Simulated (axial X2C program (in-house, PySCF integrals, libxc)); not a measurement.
# YN: bond curves with and without spin–orbit coupling

Aim: find the lowest determinant of YN, scan the bond at several levels and fit the constants, once spin-free and once with spin–orbit coupling.

Computed with an in-house X2C program for linear molecules on PySCF integrals. Level: all-electron X2C, Y dyall-cv3z, N dyall-av3z.

All values are calculated.

## (1) The job

Input file task.json:

```json
{
 "zs": [
  39,
  7
 ],
 "q": 0,
 "bas": [
  "dyall-cv3z",
  "dyall-av3z"
 ],
 "levels": [
  "PBE0",
  "HF",
  "TPSSh"
 ],
 "cc": true,
 "r0": 1.9,
 "thr": -1.0,
 "nmax": 90,
 "npts": 10,
 "nst": 2,
 "ntry": 6
}
```

Keys: zs atomic numbers; q charge; bas basis sets; levels methods (HF also brings MP2); cc coupled cluster on or off; r0 starting distance in Å; thr threshold in hartree for freezing inner shells (an s shell follows its p shell); nmax most natural virtual spinors; npts points asked for on the curve; nst determinants followed; ntry starts of the search.

The run is started by

```
python so2c.py task.json out
```

Spin-free means the one-electron spin-free X2C Hamiltonian; two-component (2c) means X2C with spin–orbit coupling and atomic mean-field two-electron Coulomb and Gaunt terms. Basis: Y dyall-cv3z contracted to [11s12p9d6f3g], N dyall-av3z contracted to [7s7p3d2f]; Gaussian nuclei, density fitting. Masses: Y 88.906 u, N 14.003 u.

Notation: σ, π±, δ± give the projection m of an orbital's angular momentum (0, ±1, ±2), α and β its spin, Λ and M_S the sums; ω is the projection of a spinor's total angular momentum and Ω the sum. Logs are in hartree.

The results follow Hamiltonian by Hamiltonian and level by level.

## (2) Which state to follow

PBE0 moves the distance from 1.900 Å to 1.756 Å and compares determinants there.

Spin-free determinants:

| ΔE (eV) | state | open shells |
| --- | --- | --- |
| 0.00 | M_S = 0, Λ = 0 | closed shell |
| 0.20 | M_S = 1, Λ = 0 | beyond closed shells: 2 × σα |
| 1.02 | M_S = 1, Λ = 1 | beyond closed shells: σα, π+α, π+β, π-α |
| 1.04 | M_S = 0, Λ = 1 | beyond closed shells: σβ, π+α, π+β, π-α |
| 2.01 | M_S = 1, Λ = 2 | beyond closed shells: σα, δ+α |
| 2.08 | M_S = 1, Λ = 1 | beyond closed shells: σα, π+α |
| 2.12 | M_S = 0, Λ = 1 | beyond closed shells: σα, π+β |

Two-component determinants:

```tsv
ΔE (eV)	state	open shells
0.00	Ω = 0	closed shell
0.20	Ω = 1	excess of +ω over −ω: 2 × ω = 1/2
1.02	Ω = 2	excess of +ω over −ω: ω = 1/2, ω = 3/2
1.04	Ω = 1	excess of +ω over −ω: ω = -1/2, ω = 3/2
1.99	Ω = 1	excess of +ω over −ω: ω = -1/2, ω = 3/2
2.04	Ω = 3	excess of +ω over −ω: ω = 1/2, ω = 5/2
2.08	Ω = 2	excess of +ω over −ω: ω = -1/2, ω = 5/2
```

## (3) PBE0, spin-free

State followed: M_S = 0, Λ = 0 (closed shell). The scan is laid around 1.756 Å, a first estimate of the minimum, and this SCF restarts from the orbitals of the search.

Output at 1.756 Å:

```text
spin-free X2C-1e  PBE0
basis functions 218  fitting functions 1026  grid points 5077
iter        total energy     max residual
   1      -3439.371519519     8.16e-06
   2      -3439.371519532     1.56e-05
   3      -3439.371519535     1.23e-05
   4      -3439.371519540     4.23e-06
   5      -3439.371519543     7.14e-07
   6      -3439.371519543     6.27e-08
converged
one-electron -4919.53667864  Coulomb 1515.04294535  exact exchange -28.78246764  xc functional -88.36489639  nuclear repulsion 82.26957778
```

Along the bond, energies from the lowest point:

| R (Å) | E (eV) | μ (D) | HOMO (eV) | LUMO (eV) | iterations |
| --- | --- | --- | --- | --- | --- |
| 1.528 | 1.2679 | -6.47 | -4.33 | -1.69 | 14 |
| 1.598 | 0.5411 | -7.01 | -4.29 | -1.84 | 14 |
| 1.651 | 0.2212 | -7.31 | -4.28 | -1.95 | 14 |
| 1.703 | 0.0510 | -7.52 | -4.28 | -2.06 | 14 |
| 1.756 | 0.0000 | -7.63 | -4.31 | -2.16 | 6 |
| 1.817 | 0.0574 | -7.69 | -4.37 | -2.29 | 15 |
| 1.879 | 0.2105 | -7.71 | -4.47 | -2.42 | 14 |
| 1.958 | 0.5113 | -7.76 | -4.60 | -2.55 | 16 |
| 2.054 | 0.9898 | -7.85 | -4.75 | -2.69 | 17 |
| 2.195 | 1.8097 | -7.99 | -4.71 | -2.87 | 17 |

Dipoles are positive if N is the positive end.

Outer orbitals at the reference distance:

| symmetry | occupied | ε (eV) | atomic character |
| --- | --- | --- | --- |
| σα | yes | -28.31 | 85% Y p, 7% N s, 6% N p |
| π-α | yes | -27.72 | 94% Y p, 3% N d, 2% N f |
| π+α | yes | -27.72 | 94% Y p, 3% N d, 2% N f |
| σα | yes | -15.04 | 59% N s, 16% Y d, 11% Y p |
| π-α | yes | -5.04 | 60% N p, 33% Y d, 3% Y f |
| π+α | yes | -5.04 | 60% N p, 33% Y d, 3% Y f |
| σα | yes | -4.31 | 52% N p, 27% Y d, 13% Y p |
| σα | no | -2.16 | 65% Y s, 14% Y p, 7% N p |
| π+α | no | -0.48 | 79% Y p, 15% Y d, 5% N p |
| π-α | no | -0.48 | 79% Y p, 15% Y d, 5% N p |
| σα | no | -0.01 | 61% Y p, 18% Y d, 13% N p |

PBE0 fields in the half plane through the axis: z from -2.4 to 3.9 Å across, distance from the axis 0.15 to 2.25 Å upwards; Y lies at z = 0 and N at z = 1.756 Å; the ELF is damped to zero where the density is low.

log10 density (e/bohr³). Ten even steps from ' ' (-4.36 ) to '@' (1.57 ):
```
    ......        ....::::::::::......      
..................::::::::::::::::::....    
....::::::::::::::::--------------::::....  
::::::::--------==----========------::::....
::::------====++++++======++======----::::..
::------==++++******++++++++++++++==----::..
::----====++**######**++********++====--::..
::----==++****%%@@%%******##%%****++==--::..
```

ELF. Ten even steps from '0' (0.00 ) to '9' (0.88 ):
```
0000000000013321000000
0000000000024443210000
1221000000025654321000
3432100110026776542100
5653223664127888764210
6764457998537999976420
7766678424748879997421
7776787545658185997531
```

Re = 1.756 Å, ωe = 868 cm⁻¹, ωexe = 2.6 cm⁻¹, Be = 0.4518 cm⁻¹, De = 4.18 eV, μ = -7.64 D.

## (4) HF, spin-free

The SCF at the reference distance of 1.756 Å:

```text
spin-free X2C-1e  HF
basis functions 218  fitting functions 1026  grid points 5077
iter        total energy     max residual
   1      -3437.354026065     2.36e-01
   2      -3437.376301413     8.98e-03
   3      -3437.375796681     1.21e-02
   4      -3437.378111351     2.47e-03
   5      -3437.378279001     8.73e-04
   6      -3437.378342868     7.09e-04
   7      -3437.378393232     5.46e-04
   8      -3437.378431125     3.52e-04
   9      -3437.378450392     1.02e-04
  10      -3437.378451940     3.60e-05
  11      -3437.378452001     1.20e-05
  12      -3437.378452017     9.33e-06
  13      -3437.378452026     2.70e-06
  14      -3437.378452027     1.03e-06
converged
one-electron -4918.54184712  Coulomb 1514.08140428  exact exchange -115.18758697  xc functional 0.00000000  nuclear repulsion 82.26957778
```

No constants are quoted: the solution changes its character somewhere along the scan, so the fit is set aside.

## (5) TPSSh, spin-free

The SCF at the reference distance of 1.756 Å:

```text
spin-free X2C-1e  TPSSh
basis functions 218  fitting functions 1026  grid points 5077
iter        total energy     max residual
   1      -3439.629091542     1.98e-02
   2      -3439.630017583     5.43e-03
   3      -3439.628362624     1.09e-02
   4      -3439.628639958     1.07e-02
   5      -3439.630260308     7.54e-04
   6      -3439.630272398     1.11e-04
   7      -3439.630272780     8.17e-05
   8      -3439.630272919     1.95e-05
   9      -3439.630272935     3.15e-06
  10      -3439.630272935     2.49e-07
converged
one-electron -4919.09452555  Coulomb 1514.58572593  exact exchange -11.51091969  xc functional -105.88013140  nuclear repulsion 82.26957778
```

Re = 1.784 Å, ωe = 822 cm⁻¹, Be = 0.4378 cm⁻¹, De = 4.46 eV, μ = -7.02 D.

## (6) MP2 and beyond, spin-free

Correlated methods: 8 electrons correlated (frozen shells, counted by type: Y 4 s, 3 p, 1 d; N 1 s), 310 virtual spinors in MP2, 88 natural virtuals in coupled cluster.

Output of the correlated part at 1.756 Å:

```text
correlated 8  virtual 310  natural virtual 88  E(MP2) -0.323397825  MP2 remainder -0.006944150
iter   CCSD correlation   residual
   1     -0.260677019   2.98e-01
   2     -0.282318629   1.86e-01
   3     -0.285356518   3.17e-02
   4     -0.285980068   1.49e-02
   5     -0.286157106   4.13e-03
   6     -0.286188536   1.53e-03
   7     -0.286156221   4.48e-04
   8     -0.286157543   1.87e-04
   9     -0.286161330   8.81e-05
  10     -0.286158969   3.91e-05
  11     -0.286159541   1.40e-05
  12     -0.286159683   4.36e-06
  13     -0.286159556   1.51e-06
  14     -0.286159560   6.31e-07
(T) -0.020855232  T1 0.0370  D1 0.0469  max T2 0.079
```

T1 in the output is the amplitude norm over the root of the electron number; divide by √2 for the Lee–Taylor value.

MP2: No constants are quoted: the reference changes its character somewhere along the scan, so the fit is set aside.

CCSD: No constants are quoted: the reference changes its character somewhere along the scan, so the fit is set aside.

CCSD(T): No constants are quoted: the reference changes its character somewhere along the scan, so the fit is set aside.

## (7) A higher determinant, spin-free

State: M_S = 1, Λ = 0 (beyond closed shells: 2 × σα).

Output at the reference distance:

```text
spin-free X2C-1e  PBE0
basis functions 218  fitting functions 1026  grid points 5077
iter        total energy     max residual
   1      -3439.364269195     6.53e-06
   2      -3439.364269195     9.99e-06
converged
one-electron -4916.60861051  Coulomb 1512.03576132  exact exchange -28.77496715  xc functional -88.28603065  nuclear repulsion 82.26957778
```

| R (Å) | E above the lowest PBE0 point (eV) |
| --- | --- |
| 1.528 | 2.151 |
| 1.598 | 1.196 |
| 1.651 | 0.710 |
| 1.703 | 0.385 |
| 1.756 | 0.197 |
| 1.817 | 0.120 |
| 1.879 | 0.166 |
| 1.958 | 0.364 |
| 2.054 | 0.755 |

Re = 1.823 Å, ωe = 847 cm⁻¹, ωexe = 2.61 cm⁻¹, Be = 0.4194 cm⁻¹, μ = -4.04 D. Te = 0.12 eV.

## (8) The spin-free curves together

Energy (eV) of the followed determinant, spin-free, from each level's lowest point:

| R (Å) | PBE0 | HF (jumps) | MP2 (its reference jumps) | CCSD (its reference jumps) | CCSD(T) (its reference jumps) | TPSSh |
| --- | --- | --- | --- | --- | --- | --- |
| 1.528 | 1.268 | 1.003 | 2.240 | n/a | n/a | 1.462 |
| 1.598 | 0.541 | 0.360 | 1.276 | 0.721 | 0.909 | 0.679 |
| 1.651 | 0.221 | 0.105 | 0.781 | 0.332 | 0.483 | 0.315 |
| 1.703 | 0.051 | 0.000 | 0.440 | 0.102 | 0.212 | 0.098 |
| 1.756 | 0.000 | 0.015 | 0.223 | 0.000 | 0.063 | 0.000 |
| 1.817 | 0.057 | 0.151 | 0.085 | 0.001 | 0.000 | 0.004 |
| 1.879 | 0.210 | 0.381 | 0.029 | 0.091 | 0.017 | 0.107 |
| 1.958 | 0.511 | 0.777 | 0.000 | 0.284 | 0.108 | 0.350 |
| 2.054 | 0.990 | 1.314 | 0.749 | n/a | n/a | 0.771 |
| 2.195 | 1.810 | 1.723 | 3.901 | n/a | n/a | 1.527 |

## (9) PBE0, 2c

State followed: Ω = 0 (closed shell). The scan is laid around 1.756 Å, a first estimate of the minimum, and this SCF restarts from the orbitals of the search.

The SCF at the reference distance of 1.756 Å:

```text
two-component X2C + atomic mean field  PBE0
basis functions 218  fitting functions 1026  grid points 5077
iter        total energy     max residual
   1      -3438.090692585     4.88e-06
   2      -3438.090692588     1.54e-05
   3      -3438.090692591     5.08e-06
   4      -3438.090692592     1.09e-06
converged
one-electron -4916.16256486  Coulomb 1514.36187404  exact exchange -28.76990810  xc functional -88.32671592  nuclear repulsion 82.26957778  atomic mean-field constant -1.46295552
```

Along the bond, energies from the lowest point:

| R (Å) | E (eV) | μ (D) | HOMO (eV) | LUMO (eV) | iterations |
| --- | --- | --- | --- | --- | --- |
| 1.528 | 1.2623 | -6.46 | -4.33 | -1.69 | 14 |
| 1.598 | 0.5373 | -7.00 | -4.30 | -1.84 | 14 |
| 1.651 | 0.2187 | -7.30 | -4.28 | -1.95 | 14 |
| 1.703 | 0.0498 | -7.51 | -4.28 | -2.05 | 14 |
| 1.756 | 0.0000 | -7.63 | -4.31 | -2.16 | 4 |
| 1.817 | 0.0587 | -7.69 | -4.37 | -2.29 | 15 |
| 1.879 | 0.2130 | -7.72 | -4.46 | -2.41 | 14 |
| 1.958 | 0.5152 | -7.76 | -4.60 | -2.55 | 17 |
| 2.054 | 0.9951 | -7.85 | -4.75 | -2.69 | 19 |
| 2.195 | 1.8159 | -7.97 | -4.71 | -2.87 | 22 |

Dipoles are positive if N is the positive end.

Outer spinors at the reference distance:

```csv
ω,occupied,ε (eV),atomic character,λ mixture
1/2,yes,-28.85,"90% Y p, 3% N p, 3% N s","55% σ, 45% π"
1/2,yes,-27.61,"89% Y p, 3% N s, 3% N p","55% π, 45% σ"
3/2,yes,-27.23,"94% Y p, 3% N d, 2% N f",100% π
1/2,yes,-15.03,"59% N s, 16% Y d, 11% Y p",100% σ
1/2,yes,-5.05,"60% N p, 33% Y d, 3% Y f",100% π
3/2,yes,-5.03,"60% N p, 33% Y d, 3% Y f",100% π
1/2,yes,-4.31,"52% N p, 27% Y d, 13% Y p",100% σ
1/2,no,-2.16,"65% Y s, 14% Y p, 7% N p",100% σ
1/2,no,-0.50,"79% Y p, 16% Y d, 5% N p",100% π
3/2,no,-0.46,"79% Y p, 15% Y d, 5% N p",100% π
3/2,no,-0.02,"94% Y d, 4% N d",100% δ
```

PBE0 fields in the half plane through the axis: z from -2.4 to 3.9 Å across, distance from the axis 0.15 to 2.25 Å upwards; Y lies at z = 0 and N at z = 1.756 Å; the ELF is damped to zero where the density is low.

log10 density (e/bohr³). Ten even steps from '0' (-4.35 ) to '9' (1.57 ):
```
0011100001122222111000
1111111112222222221100
1122222222333333222110
2222333333344443332211
2233344555444444433221
2333455666555555543321
2334456777656666544321
2334566898666786654321
```

ELF. Ten even steps from '0' (0.00 ) to '9' (0.88 ):
```
0000000000013321000000
0000000000024543210000
1221000000025654321000
3432100110026776542100
5653223664127888764210
6764457998537999976420
7766678424748879997421
7776787545658185997531
```

Re = 1.756 Å, ωe = 869 cm⁻¹, ωexe = 2.62 cm⁻¹, Be = 0.4521 cm⁻¹, De = 4.19 eV, μ = -7.63 D.

## (10) HF, 2c

The SCF at the reference distance of 1.756 Å:

```text
two-component X2C + atomic mean field  HF
basis functions 218  fitting functions 1026  grid points 5077
iter        total energy     max residual
   1      -3436.073700980     2.36e-01
   2      -3436.095975222     8.97e-03
   3      -3436.095478382     1.21e-02
   4      -3436.097782844     2.47e-03
   5      -3436.097949965     8.66e-04
   6      -3436.098013262     7.03e-04
   7      -3436.098063113     5.42e-04
   8      -3436.098100484     3.49e-04
   9      -3436.098119423     1.01e-04
  10      -3436.098120964     3.58e-05
  11      -3436.098121028     1.28e-05
  12      -3436.098121045     9.29e-06
  13      -3436.098121054     2.86e-06
  14      -3436.098121056     9.91e-07
converged
one-electron -4915.16397035  Coulomb 1513.39647734  exact exchange -115.13725031  xc functional 0.00000000  nuclear repulsion 82.26957778  atomic mean-field constant -1.46295552
```

No constants are quoted: the solution changes its character somewhere along the scan, so the fit is set aside.

## (11) TPSSh, 2c

The SCF at the reference distance of 1.756 Å:

```text
two-component X2C + atomic mean field  TPSSh
basis functions 218  fitting functions 1026  grid points 5077
iter        total energy     max residual
   1      -3438.347771732     1.99e-02
   2      -3438.348703147     5.43e-03
   3      -3438.347118374     1.07e-02
   4      -3438.347310357     1.07e-02
   5      -3438.348940984     7.52e-04
   6      -3438.348952971     1.10e-04
   7      -3438.348953349     8.04e-05
   8      -3438.348953484     1.91e-05
   9      -3438.348953499     3.15e-06
  10      -3438.348953499     2.16e-07
converged
one-electron -4915.72270465  Coulomb 1513.90704254  exact exchange -11.50590677  xc functional -105.83400688  nuclear repulsion 82.26957778  atomic mean-field constant -1.46295552
```

Re = 1.783 Å, ωe = 823 cm⁻¹, Be = 0.4381 cm⁻¹, De = 4.47 eV, μ = -7.02 D.

## (12) MP2 and beyond, 2c

Correlated methods: 8 electrons correlated (frozen shells, counted by type: Y 4 s, 3 p, 1 d; N 1 s), 310 virtual spinors in MP2, 90 natural virtuals in coupled cluster.

Output of the correlated part at 1.756 Å:

```text
correlated 8  virtual 310  natural virtual 90  E(MP2) -0.323242217  MP2 remainder -0.006509855
iter   CCSD correlation   residual
   1     -0.260972457   2.98e-01
   2     -0.282578338   1.85e-01
   3     -0.285602680   3.15e-02
   4     -0.286221414   1.48e-02
   5     -0.286398285   4.11e-03
   6     -0.286429001   1.51e-03
   7     -0.286396881   4.47e-04
   8     -0.286398269   1.87e-04
   9     -0.286402063   8.87e-05
  10     -0.286399681   3.94e-05
  11     -0.286400268   1.42e-05
  12     -0.286400411   4.53e-06
  13     -0.286400279   1.64e-06
  14     -0.286400284   7.57e-07
(T) -0.020893361  T1 0.0369  D1 0.0466  max T2 0.078
```

MP2: No constants are quoted: the reference changes its character somewhere along the scan, so the fit is set aside.

CCSD: No constants are quoted: the reference changes its character somewhere along the scan, so the fit is set aside.

CCSD(T): No constants are quoted: the reference changes its character somewhere along the scan, so the fit is set aside.

## (13) A higher determinant, 2c

State: Ω = 1 (excess of +ω over −ω: 2 × ω = 1/2).

Output at the reference distance:

```text
two-component X2C + atomic mean field  PBE0
basis functions 218  fitting functions 1026  grid points 5077
iter        total energy     max residual
   1      -3438.083219258     2.99e-05
   2      -3438.083219320     2.05e-05
   3      -3438.083219347     1.40e-05
   4      -3438.083219370     6.56e-06
   5      -3438.083219376     2.84e-07
   6      -3438.083219376     1.44e-07
converged
one-electron -4913.22878335  Coulomb 1511.34894263  exact exchange -28.76231595  xc functional -88.24768497  nuclear repulsion 82.26957778  atomic mean-field constant -1.46295552
```

| R (Å) | E above the lowest PBE0 point (eV) |
| --- | --- |
| 1.528 | 2.152 |
| 1.598 | 1.199 |
| 1.651 | 0.714 |
| 1.703 | 0.391 |
| 1.756 | 0.203 |
| 1.817 | 0.127 |
| 1.879 | 0.174 |
| 1.958 | 0.373 |
| 2.054 | 0.764 |

Re = 1.822 Å, ωe = 847 cm⁻¹, ωexe = 2.6 cm⁻¹, Be = 0.4196 cm⁻¹, μ = -4.03 D. Te = 0.13 eV.

## (14) The 2c curves together

Energy (eV) of the followed determinant, 2c, from each level's lowest point:

| R (Å) | PBE0 | HF (jumps) | MP2 (its reference jumps) | CCSD (its reference jumps) | CCSD(T) (its reference jumps) | TPSSh |
| --- | --- | --- | --- | --- | --- | --- |
| 1.528 | 1.262 | 0.998 | 2.209 | n/a | n/a | 1.456 |
| 1.598 | 0.537 | 0.358 | 1.247 | 0.717 | 0.903 | 0.675 |
| 1.651 | 0.219 | 0.103 | 0.754 | 0.329 | 0.478 | 0.312 |
| 1.703 | 0.050 | 0.000 | 0.414 | 0.101 | 0.209 | 0.097 |
| 1.756 | 0.000 | 0.017 | 0.197 | 0.000 | 0.061 | 0.000 |
| 1.817 | 0.059 | 0.153 | 0.061 | 0.002 | 0.000 | 0.005 |
| 1.879 | 0.213 | 0.384 | 0.007 | 0.094 | 0.019 | 0.109 |
| 1.958 | 0.515 | 0.781 | 0.000 | 0.283 | 0.108 | 0.354 |
| 2.054 | 0.995 | 1.325 | 0.665 | n/a | n/a | 0.776 |
| 2.195 | 1.816 | 1.740 | 3.877 | n/a | n/a | 1.533 |

Time for the job: 2.3 min (1 thread of Arm Neoverse V2, shared host).

## (15) Results

Lowest determinant that the search found at its distance, spin-free: M_S = 0, Λ = 0 (closed shell).

Lowest determinant that the search found at its distance, 2c: Ω = 0 (closed shell).

```tsv
Hamiltonian	level	Re (Å)	ωe (cm⁻¹)	De (eV)	μ (D)
spin-free	PBE0	1.756	868	4.18	-7.64
spin-free	TPSSh	1.784	822	4.46	-7.02
2c	PBE0	1.756	869	4.19	-7.63
2c	TPSSh	1.783	823	4.47	-7.02
```

Dipoles are positive if N is the positive end. No constants: spin-free HF (the solution changes its character somewhere along the scan, so the fit is set aside); spin-free MP2 (the reference changes its character somewhere along the scan, so the fit is set aside); spin-free CCSD (the reference changes its character somewhere along the scan, so the fit is set aside); spin-free CCSD(T) (the reference changes its character somewhere along the scan, so the fit is set aside); 2c HF (the solution changes its character somewhere along the scan, so the fit is set aside); 2c MP2 (the reference changes its character somewhere along the scan, so the fit is set aside); 2c CCSD (the reference changes its character somewhere along the scan, so the fit is set aside); 2c CCSD(T) (the reference changes its character somewhere along the scan, so the fit is set aside).

Time per point (s) on 1 thread of Arm Neoverse V2, shared host (2c runs); the times are rough: PBE0 0.52, TPSSh 0.84.

**Reading.** At PBE0, going from spin-free to two-component changes Re by -1 mÅ, ωe by +0.1 %; the spin-free picture holds up (part of it comes from the scalar share of the two-electron terms). De moves by +0.01 eV; both De rest on single-determinant atoms, which can miss part of an open shell's spin–orbit lowering.

De refers to Y + N, each in the lowest determinant found, which need not be this curve's own limit. The state is a single determinant with fixed occupations, the lowest that a limited PBE0 search found. Closed shells are restricted here (equal orbitals for both partners), which fails at long range if the bond breaks into open shells. De is counted from the lowest determinant-based energies of the atoms at the same level, without counterpoise correction. The meta-GGAs lack a current-density term, which matters for open shells with orbital currents, atoms included.
